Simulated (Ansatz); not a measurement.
# Rb3Nb2Br9: the cost of one run

All numbers below are computed with Ansatz 0.2.0 (DFT PBE, plane waves, PAW, scalar-relativistic, no spin polarisation).

**1. The structure to begin with**

The cell holds 28 atoms (Br18Nb4Rb6): a = 7.739 Å, b = 7.739 Å, c = 18.329 Å, α = 90.00°, β = 90.00°, γ = 120.00°.

As a file:

```xyz
28
Lattice="7.7387 0.0000 0.0000 -3.8694 6.7019 0.0000 0.0000 0.0000 18.3294" Properties=species:S:1:pos:R:3 pbc="T T T"
Rb    0.0000    4.4680    1.2623
Rb    3.8694    2.2340   10.4270
Rb    0.0000    4.4680    7.9024
Rb    3.8694    2.2340   17.0671
Rb    0.0000    0.0000    4.5823
Rb    0.0000    0.0000   13.7470
Nb    0.0000    4.4680   15.1447
Nb    3.8694    2.2340    5.9800
Nb    0.0000    4.4680   12.3494
Nb    3.8694    2.2340    3.1847
Br    3.8694    4.4069    1.6841
Br   -1.8818    5.5544   10.8488
Br    1.9875    1.1475    1.6841
Br    0.0000    2.2950   10.8488
Br    5.7512    1.1475    1.6841
Br    1.8818    5.5544   10.8488
Br    1.9875    1.1475    7.4806
Br   -1.8818    5.5544   16.6453
Br    3.8694    4.4069    7.4806
Br    1.8818    5.5544   16.6453
Br    5.7512    1.1475    7.4806
Br    0.0000    2.2950   16.6453
Br    0.0000    6.6221    4.5823
Br    2.0039    3.3110   13.7470
Br   -1.8655    3.3909    4.5823
Br    3.8694    0.0799   13.7470
Br    1.8655    3.3909    4.5823
Br    5.7349    3.3110   13.7470
```

**2. Run 1**

240 steps of 3 fs under a Langevin thermostat and barostat at 900 K and 5 GPa.

File input.yaml:

```yaml
accuracy: low
crystal:
  lattice:
    - [7.73874, 0.0, 0.0]
    - [-3.86937, 6.701945, 0.0]
    - [0.0, 0.0, 18.3294]
  atoms:
    - { symbol: Rb, position: [0.3333333, 0.6666667, 0.06887] }
    - { symbol: Rb, position: [0.6666667, 0.3333333, 0.56887] }
    - { symbol: Rb, position: [0.3333333, 0.6666667, 0.43113] }
    - { symbol: Rb, position: [0.6666667, 0.3333333, 0.93113] }
    - { symbol: Rb, position: [0.0, 0.0, 0.25] }
    - { symbol: Rb, position: [0.0, 0.0, 0.75] }
    - { symbol: Nb, position: [0.3333333, 0.6666667, 0.82625] }
    - { symbol: Nb, position: [0.6666667, 0.3333333, 0.32625] }
    - { symbol: Nb, position: [0.3333333, 0.6666667, 0.67375] }
    - { symbol: Nb, position: [0.6666667, 0.3333333, 0.17375] }
    - { symbol: Br, position: [0.82878, 0.65756, 0.09188] }
    - { symbol: Br, position: [0.17122, 0.82878, 0.59188] }
    - { symbol: Br, position: [0.34244, 0.17122, 0.09188] }
    - { symbol: Br, position: [0.17122, 0.34244, 0.59188] }
    - { symbol: Br, position: [0.82878, 0.17122, 0.09188] }
    - { symbol: Br, position: [0.65756, 0.82878, 0.59188] }
    - { symbol: Br, position: [0.34244, 0.17122, 0.40812] }
    - { symbol: Br, position: [0.17122, 0.82878, 0.90812] }
    - { symbol: Br, position: [0.82878, 0.65756, 0.40812] }
    - { symbol: Br, position: [0.65756, 0.82878, 0.90812] }
    - { symbol: Br, position: [0.82878, 0.17122, 0.40812] }
    - { symbol: Br, position: [0.17122, 0.34244, 0.90812] }
    - { symbol: Br, position: [0.49404, 0.98808, 0.25] }
    - { symbol: Br, position: [0.50596, 0.49404, 0.75] }
    - { symbol: Br, position: [0.01192, 0.50596, 0.25] }
    - { symbol: Br, position: [0.50596, 0.01192, 0.75] }
    - { symbol: Br, position: [0.49404, 0.50596, 0.25] }
    - { symbol: Br, position: [0.98808, 0.49404, 0.75] }
basis:
  ecutwfc: 420.0
kpoints:
  mp_grid: { grid: [1, 1, 1] }
hamiltonian:
  xc: pbe
scf:
  occupations: { method: fermi_dirac, width: 0.05 }
  lower_state_search: "off"
md:
  timestep: 3
  n_steps: 240
  ensemble: npt_langevin
  temperature: 900.0
  initial_velocities: maxwell_boltzmann
  seed: 217205
  friction: 0.02
  pressure: 5.0
  fix_cell: [angles]
```

The run is started by

```
$ ansatz run input.yaml --threads 2 --pin off --max-ram 5120MiB --backend cpu --events-out ev --progress --plain --runs-dir out
```

Q: Estimate wall time and peak memory on 2 threads of Intel Xeon Platinum 8488C (Sapphire Rapids), shared host.

About 16 min, with a peak of 1 GiB.
